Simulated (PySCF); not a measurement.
# CaF: bond curves at several levels of theory

The task here is to estimate one member of a computed series from the others.

Program: PySCF 2.14.0. Level of theory: Ca def2-TZVP, F def2-TZVP, no relativity. These are calculated values, not measurements.

Set-up of the first run:

Settings of the job:

| Item | Value |
| --- | --- |
| atoms | Ca, F |
| charge | 0 |
| basis | Ca def2-TZVP, F def2-TZVP |
| Hamiltonian | no relativity |
| basis functions | 67 |
| electrons treated | 29 |
| masses in u | 39.9626, 18.9984 |
| levels | PBE0, PBE, r²SCAN, LDA, BP86, PBEsol, HSE06, HF, MP2, SCS-MP2, CCSD, CCSD(T) |
| grid | 80 radial by 434 angular points |
| occupations | held fixed by the projection of orbital angular momentum |
| dissociation limit | Ca + F, each in its ground configuration |
| starting distance in angstrom | 2.205 |
| values of 2S to try | 1, 3 |

Started as:

```sh
OMP_NUM_THREADS=1 python dia.py task.json out
```

Among the steps run: The job; PBE0 along the bond; Excited determinants; PBE (GGA); r²SCAN (meta-GGA); LDA (local density); BP86; PBEsol (GGA); HSE06; UHF (mean field); Correlated methods on the Hartree–Fock reference.

One of the session's tables, all rows but one given; the rest of the session is left out.

Energy (eV) from each level's lowest point:

| R (Å) | UHF | UHF-MP2 | UHF-SCS-MP2 | UHF-CCSD | UHF-CCSD(T) |
| --- | --- | --- | --- | --- | --- |
| 1.679 | 1.274 | 1.200 | 1.240 | n/a | n/a |
| 1.757 | 0.632 | 0.592 | 0.619 | 0.608 | 0.598 |
| 1.835 | 0.248 | 0.229 | 0.246 | 0.237 | 0.232 |
| 1.893 | 0.088 | 0.079 | 0.089 | 0.083 | 0.080 |
| 1.952 | 0.011 | 0.008 | 0.013 | 0.010 | 0.008 |
| 2.011 | 0.000 | 0.000 | 0.000 | 0.000 | 0.000 |
| 2.089 | 0.061 | 0.062 | 0.057 | 0.061 | 0.062 |
| 2.186 | ? | ? | ? | ? | ? |
| 2.303 | 0.491 | 0.484 | 0.470 | 0.486 | 0.487 |
| 2.459 | 0.912 | 0.894 | 0.877 | n/a | n/a |

Q: Estimate the row for R (Å) = 2.186 from the others.

Worked estimate for «UHF». A straight line through the neighbours (2.089, 0.061) and (2.303, 0.491) gives 0.061 + (0.491 − 0.061) × (2.186 − 2.089) / (2.303 − 2.089) = 0.256; a parabola fitted to 4 rows on both sides gives 0.232.

As computed: UHF: 0.222; UHF-MP2: 0.220; UHF-SCS-MP2: 0.211; UHF-CCSD: 0.220; UHF-CCSD(T): 0.222. In «UHF» the line misses by +0.034 and the parabola by +0.010.
